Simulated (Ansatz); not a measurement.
Something may be wrong with this Ansatz 0.2.0 calculation of GdO.

Contents of input.yaml:

```yaml
crystal:
  lattice:
    - [2.80181376, 0.0, 0.0]
    - [0.0, 2.80181376, 0.0]
    - [0.0, 0.0, 2.80181376]
  atoms:
    - { symbol: Gd, position: [0.0, 0.0, 0.0], spin: 7.0 }
    - { symbol: O, position: [0.5, 0.5, 0.5] }
hamiltonian:
  xc: pbe
  pseudopotentials: { kind: paw }
magnetization:
  spin_polarized: true
kpoints:
  mp_grid: { grid: [1, 1, 1] }
  band_path:
    path:
      - [[0.0, 0.0, 0.0], [0.0, 0.5, 0.0], [0.5, 0.5, 0.0], [0.0, 0.0, 0.0], [0.5, 0.5, 0.5], [0.0, 0.5, 0.0]]
      - [[0.5, 0.5, 0.0], [0.5, 0.5, 0.5]]
    npoints: 14
scf:
  occupations: { method: fermi_dirac, width: 0.05 }
  n_extra_bands: 6
  max_iter: 60
output:
  forces: true
  stress: true
  eigenvalues: true
  fatbands: true
```

Potentials or basis: Ansatz PAW.

The run is started by

```console
$ ansatz run input.yaml --threads 2 --pin off --max-ram 5632MiB --backend cpu --events-out ev --progress --plain --runs-dir out
```

Output:

```text
Warning: the band count 18 (scf.n_extra_bands) hosts the net moment |M| = 7.0000 μB (N_el = 24) but caps the reachable moment at 2·n_bands − N_el = 12.0000 μB, below the 20 bands that the automatic rule leaves for it — a moment growing past the seed, or the majority channel's smearing tail, pins there with fewer empty majority states than that count leaves; raise or omit scf.n_extra_bands unless the cap is intended
Warning: RAYON_NUM_THREADS=2 ignored (pool sized by the plan → 2); use --threads N
Gd: projections on atomic orbitals take those of the free atom [Kr 4d10] 4f7 5s2 5p6 5d1 6s2, of charge +0.00 (hamiltonian.pseudopotentials.projection_atoms); the dataset's partial waves leave at most 2.5e-4 of an orbital's norm unspanned inside its sphere
[... 1 line left out ...]
Engine: ansatz 0.2.0, x86_64-unknown-linux-gnu
Pseudopotentials: kind: paw
Pseudopotential: Gd, paw, valence charge 18, recommended cutoff 420 eV (normal), Gd.paw.azcp
Pseudopotential: O, paw, valence charge 6, recommended cutoff 420 eV (normal), O.paw.azcp
Functional definition: PBE
  parameter kappa = 0.804
  parameter beta = 0.06672455060314922
  exchange = pbe_x(kappa = kappa, mu = beta*pi^2/3)
  correlation = pbe_c(beta = beta)
Crystal: 2 atoms, lattice volume = 21.995 Å³
Basis set: ecut = 420 eV, 437 PW (Γ), exchange–correlation on 40×40×40 points (8 copies of the dense FFT grid, shifted against one another)
Bands: 18, of which v1, the nominal top of the filled ones, is band 12 counted from 1 (11 counted from 0)
Symmetry: 48 space group operations
Space group: Pm-3m (ITA 221), of the structure as read, at distance tolerance 2.8e-5 Å
Magnetic group: BNS 221.92 (UNI 1594), of the structure as read, at distance tolerance 2.8e-5 Å
[... 43 lines left out ...]
Fermi energy:    20.592927 eV
--- Per-component energies (eV) ---
  E_band       = 248.682500
  E_kinetic    = 637.373656
  E_local      = -1489.183222  (includes V_loc(G=0)·N_el)
  E_nonlocal   = 313.581620
  E_hartree    = 641.471871
  E_xc         = -323.298829
  E_vxc        = -368.297325  (∫ρ·V_xc dr)
  E_paw        = -6598.436778  (= ΣΔE_a)
  E_vpaw       = -127.735647  (= ΣTr[D̂ρ^β])
  E_aug_tail   = 0.002757  (compensation charges beyond the density's cutoff)
  E_ewald      = -3069.880749
  E_smearing   = -0.095477  (= −TS)
  E_closure    = 0.000000  (closes the sum)
  Σ components = -9888.465151   (vs F -9888.465151, Δ=0.00e0)
--- Forces (eV/Å), atoms counted from 1 ---
  atom   1  Gd     0.00000000     0.00000000     0.00000000
  atom   2  O      0.00000000    -0.00000000    -0.00000000
  max |Σ_I F_I| component: 2.50e-25 eV/Å
--- Stress (GPa, compression-positive) ---
      169.142588       0.000000       0.000000
       -0.000000     169.142588       0.000000
        0.000000       0.000000     169.142588
  P = ⅓ Tr σ = 169.1426 GPa (1691.426 kbar)
[... 4 lines left out ...]
```

**Question.** Diagnose the run.

**Answer.** Self-consistency was reached. The input holds a flaw that was put in on purpose: one k-point for a small cell (kpoints.mp_grid.grid = 1 × 1 × 1). The program doesn't stop on it, so the numbers can't be trusted though the run ends normally.

A sound run on the same cell differs in these lines of the main input:
```diff
@@ -15 +15 @@
-  mp_grid: { grid: [1, 1, 1] }
+  mp_grid: { grid: [9, 9, 9] }
@@ -24 +23,0 @@
-  max_iter: 60
```
